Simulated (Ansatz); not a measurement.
**C2H6O2Si: a ladder of functionals and wavefunction methods**

Aim: compute C2H6O2Si with functionals from several rungs and with coupled cluster, and see how far each lands from CCSD(T) at the basis-set limit for the atomisation energy.

Computed with Ansatz 0.2.0, Gaussian basis. Level: functionals in def2-TZVPP, the program's frozen cores in correlated methods.

Levels to be run: PBE-D4, r2SCAN-D4, PBE0-D4, B3LYP-D4, ωB97X-V, ωB97M-V, B2PLYP; CCSD(T)/def2-TZVPP; MP2/def2-QZVPP; extrapolation to the limit.

## Step 1: Structure used throughout

All runs share one geometry, relaxed beforehand with PBE0-D4 in a triple-zeta def2 set.

SMILES `O=CC[SiH2]O`, 11 atoms, charge 0, spin multiplicity 1.

Atoms are counted from 1 here; the program's logs count them from 0.

Bond lengths: O1–C2 1.209 Å, C2–C3 1.483 Å, C2–H6 1.109 Å, C3–Si4 1.900 Å, C3–H7 1.094 Å, C3–H8 1.091 Å, Si4–O5 1.637 Å, Si4–H9 1.488 Å, Si4–H10 1.482 Å, O5–H11 0.965 Å. Angles: O1–C2–C3 123.5°, O1–C2–H6 119.8°, C3–C2–H6 116.6°, C2–C3–Si4 107.5°, C2–C3–H7 109.7°, C2–C3–H8 112.5°, Si4–C3–H7 104.8°, Si4–C3–H8 111.9°, H7–C3–H8 110.1°, C3–Si4–O5 107.4°, C3–Si4–H9 108.7°, C3–Si4–H10 109.8°, O5–Si4–H9 112.4°, O5–Si4–H10 109.1°, H9–Si4–H10 109.3°, Si4–O5–H11 114.0°.

## Step 2: PBE-D4 (GGA)

Contents of in.yaml:

```yaml
crystal:
  periodic: [false, false, false]
  atoms:
    - {symbol: O, position_ang: [0.181575, 2.040331, -0.306119]}
    - {symbol: C, position_ang: [-0.632770, 1.339976, 0.249330]}
    - {symbol: C, position_ang: [-0.294921, 0.055021, 0.908601]}
    - {symbol: Si, position_ang: [0.256939, -1.155883, -0.446864]}
    - {symbol: O, position_ang: [1.493833, -0.453490, -1.256587]}
    - {symbol: H, position_ang: [-1.704311, 1.625456, 0.237485]}
    - {symbol: H, position_ang: [0.587264, 0.186667, 1.542703]}
    - {symbol: H, position_ang: [-1.123852, -0.343013, 1.496100]}
    - {symbol: H, position_ang: [-0.905554, -1.447167, -1.328432]}
    - {symbol: H, position_ang: [0.733811, -2.416688, 0.169102]}
    - {symbol: H, position_ang: [1.473587, 0.511691, -1.244718]}
basis:
  gaussian: {orbitals: def2-TZVPP}
hamiltonian: {xc: pbe, dispersion: d4}
output: {forces: true, orbitals: {seedname: orbitals}}
```

On the command line:

```bash
ansatz run in.yaml --threads 4 --pin off --events-out ev --progress --plain --max-ram 10444MiB
```

The runs that follow: r2SCAN-D4 (meta-GGA); PBE0-D4 (hybrid); B3LYP-D4 (hybrid); ωB97X-V (range-separated); ωB97M-V (range-separated); B2PLYP (double hybrid); CCSD(T) in def2-TZVPP; MP2 in def2-QZVPP.

**Question.** What will the summary of the whole plan be? Wanted: atomisation energy, CCSD(T)/CBS; farthest; mean size of error, hybrid; mean size of error, range-separated; gap, smallest and largest; T1 diagnostic; triples share of the correlation energy.

**Answer**, as computed:

| quantity | value |
| --- | --- |
| atomisation energy, CCSD(T)/CBS | 44.642 eV |
| functionals within 0.223 eV (0.5 %) | r2SCAN-D4, PBE0-D4, B3LYP-D4, ωB97X-V, ωB97M-V |
| farthest | PBE-D4 (+0.812 eV) |
| mean size of error, hybrid | 0.155 eV |
| mean size of error, range-separated | 0.064 eV |
| gap, smallest and largest | 3.90 eV (PBE-D4), 11.40 eV (ωB97X-V) |
| T1 diagnostic | 0.0140 |
| triples share of the correlation energy | 3.8 % |

PBE-D4 misses by +0.812 eV. Double hybrids carry the basis error of their MP2 part in triple zeta, and no dispersion term here, so their miss is partly the set-up's. The reference freezes the cores and leaves out relativity and excitations past (T), so misses under about 0.223 eV can't be ranked. Hartree-Fock recovers 72 % of the binding; the rest is correlation. The gap grows from 3.9 to 11.4 eV across the functionals, mostly with the share of exact exchange.
